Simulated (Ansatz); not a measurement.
# MnHg: magnetic order and moments

An exercise on one series of results from a longer session: the logs are not shown, and one member is left open.

Program: Ansatz 0.2.0. Level of theory: DFT PBEsol, scalar-relativistic, plane waves, PAW. These are calculated values, not measurements.

### The system as given

The structure is cubic, space group Pm-3m (No. 221). Conventional cell: a = 3.315 Å, b = 3.315 Å, c = 3.315 Å, α = 90.00°, β = 90.00°, γ = 90.00°. Mn (site symmetry m-3m) has 8 Hg at 2.87 Å in its first shell of neighbours. Around Hg (site symmetry m-3m) lie 8 Mn at 2.87 Å.

As a file:

```cif
data_structure
_symmetry_space_group_name_H-M 'Pm-3m'
_symmetry_Int_Tables_number 221
_cell_length_a 3.3150
_cell_length_b 3.3150
_cell_length_c 3.3150
_cell_angle_alpha 90.000
_cell_angle_beta 90.000
_cell_angle_gamma 90.000
_cell_volume 36.43
loop_
_atom_site_label
_atom_site_type_symbol
_atom_site_symmetry_multiplicity
_atom_site_Wyckoff_symbol
_atom_site_fract_x
_atom_site_fract_y
_atom_site_fract_z
_atom_site_occupancy
Mn1 Mn 1 b 0.50000 0.50000 0.50000 1
Hg1 Hg 1 a 0.00000 0.00000 0.00000 1
```

The structure comes from the Crystallography Open Database; it is used as listed.

Set-up of the first run:

Contents of input.yaml:

```yaml
crystal:
  lattice:
    - [3.315, 0.0, 0.0]
    - [0.0, 3.315, 0.0]
    - [0.0, 0.0, 3.315]
  atoms:
    - { symbol: Mn, position: [0.5, 0.5, 0.5], spin: 4.0 }
    - { symbol: Hg, position: [0.0, 0.0, 0.0] }
basis:
  ecutwfc: 420
kpoints:
  mp_grid: { grid: [6, 6, 6] }
hamiltonian:
  xc: pbesol
scf:
  occupations: { method: gaussian, width: 0.1 }
output:
  forces: true
  stress: true
  eigenvalues: true
  populations: true
magnetization:
  spin_polarized: true
```

Started as:

```console
ansatz run input.yaml --threads 1 --pin off --max-ram 2560MiB --backend cpu --events-out ev --progress --plain --runs-dir out
```

Steps of the session up to this table: Probe: one point at the start; The base run; Start: no spin polarisation; Magnetic start: ferromagnetic; Start: large parallel starting moments; Start: antiferromagnetic, doubled cell, propagation vector (0, 0, 1/2); Magnetic start: antiferromagnetic, doubled cell, propagation vector (0, 1/2, 1/2); Magnetic start: antiferromagnetic, doubled cell, propagation vector (1/2, 1/2, 1/2); Start: small parallel starting moments.

One of the session's tables, all rows but one given; the rest of the session is left out.

It belongs to the step «The magnetic starts in order of energy». 

| start | energy above the lowest (meV/atom) | pressure (GPa) |
| --- | --- | --- |
| antiferromagnetic, doubled cell, propagation vector (1/2, 1/2, 1/2) | 0.00 | -6.4 |
| antiferromagnetic, doubled cell, propagation vector (0, 0, 1/2) | 28.7 | -5.4 |
| ferromagnetic | 51.4 | -4.8 |
| large parallel starting moments | 51.4 | -4.8 |
| small parallel starting moments | 51.4 | -4.8 |
| antiferromagnetic, doubled cell, propagation vector (0, 1/2, 1/2) | ? | ? |
| no spin | 761 | -20.8 |

Q: Estimate the row for antiferromagnetic, doubled cell, propagation vector (0, 1/2, 1/2) from the others.

The run gave: energy above the lowest (meV/atom): 81.7; pressure (GPa): -4.4. In the column «energy above the lowest (meV/atom)» it lies between small parallel starting moments (51.4) and no spin (761).

Caveats from the session: Only these starts were tried, so a lower state is not ruled out.
